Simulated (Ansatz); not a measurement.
# SrLi3Y3Al9: the cost of one run

All numbers below are computed with Ansatz 0.2.0 (DFT PBE, scalar-relativistic, plane waves, PAW).

## Step 1: The system as given

The cell holds 16 atoms (Al9Li3SrY3): a = 7.219 Å, b = 7.162 Å, c = 7.507 Å, α = 89.94°, β = 89.24°, γ = 89.82°.

It is the last frame of an earlier stage of the same melt, run at 1470 K.

As a file:

```
Al Y Li Sr
1.0
     7.21836    0.01150    0.04897
     0.01150    7.16171    0.00398
     0.04897    0.00398    7.50638
Al Y Li Sr
9 3 3 1
Direct
  0.52368 0.74537 0.12555
  0.97107 0.55555 0.71017
  0.03006 0.39735 0.09548
  0.38599 0.04857 0.55115
  0.56982 0.07165 0.90599
  0.62217 0.52402 0.58168
  0.42074 0.66376 0.78209
  0.75955 0.85860 0.65521
  0.71133 0.51024 0.94778
  0.40945 0.33587 0.20379
  0.16324 0.72562 0.38850
  0.94263 0.23941 0.47135
  0.68559 0.92228 0.32570
  0.28556 0.33272 0.78836
  0.80023 0.55969 0.26512
  0.08012 0.89910 0.98394
```

## Step 2: Stage at 1060 K

One k point, a Fermi-Dirac width of 0.091 eV and a fixed cell.

Contents of input.yaml:

```yaml
crystal:
  lattice:
    - [7.218358, 0.011496, 0.048965]
    - [0.011496, 7.161707, 0.003983]
    - [0.048965, 0.003983, 7.506376]
  atoms:
    - { symbol: Al, position: [0.5236822359, 0.7453740221, 0.1255466497] }
    - { symbol: Al, position: [0.97106758, 0.5555507957, 0.7101664736] }
    - { symbol: Al, position: [0.030058154, 0.3973469938, 0.0954834499] }
    - { symbol: Al, position: [0.3859936274, 0.048567109, 0.5511494333] }
    - { symbol: Al, position: [0.5698201075, 0.0716495491, 0.9059851465] }
    - { symbol: Al, position: [0.6221651148, 0.5240180844, 0.5816797375] }
    - { symbol: Al, position: [0.4207358158, 0.6637594223, 0.7820883601] }
    - { symbol: Al, position: [0.7595524968, 0.8586013562, 0.6552074507] }
    - { symbol: Al, position: [0.7113308379, 0.5102397113, 0.9477813834] }
    - { symbol: "Y", position: [0.4094536747, 0.3358737839, 0.2037918568] }
    - { symbol: "Y", position: [0.1632371602, 0.7256193707, 0.3884964596] }
    - { symbol: "Y", position: [0.9426346181, 0.2394118505, 0.4713519821] }
    - { symbol: Li, position: [0.6855938436, 0.9222830139, 0.3257036848] }
    - { symbol: Li, position: [0.285560175, 0.332722379, 0.7883604347] }
    - { symbol: Li, position: [0.8002278663, 0.5596910726, 0.2651189979] }
    - { symbol: Sr, position: [0.0801168141, 0.8990999631, 0.9839436715] }
  symmetry: { detect: false }
basis:
  ecutwfc: 420
  xc_grid: 1
kpoints:
  mp_grid: { grid: [1, 1, 1], shift: [0.25, 0.25, 0.25] }
hamiltonian:
  xc: pbe
scf:
  occupations: { method: fermi_dirac, width: 0.0913 }
  lower_state_search: "off"
  convergence: { dr2_threshold: 1.0e-05 }
output:
  forces: true
  stress: true
md:
  timestep: 1.5
  n_steps: 250
  ensemble: nvt_langevin
  friction: 0.03
  temperature: 1060.0
  initial_velocities: maxwell_boltzmann
  seed: 35571
```

The run is started by

```sh
> ansatz run input.yaml --threads 2 --pin off --max-ram 5120MiB --backend cpu --events-out ev --progress --plain --runs-dir out
```

What time and memory should one allow on 2 threads of Arm Neoverse V1, shared host?

About 5 min, with a peak of 0.48 GiB.
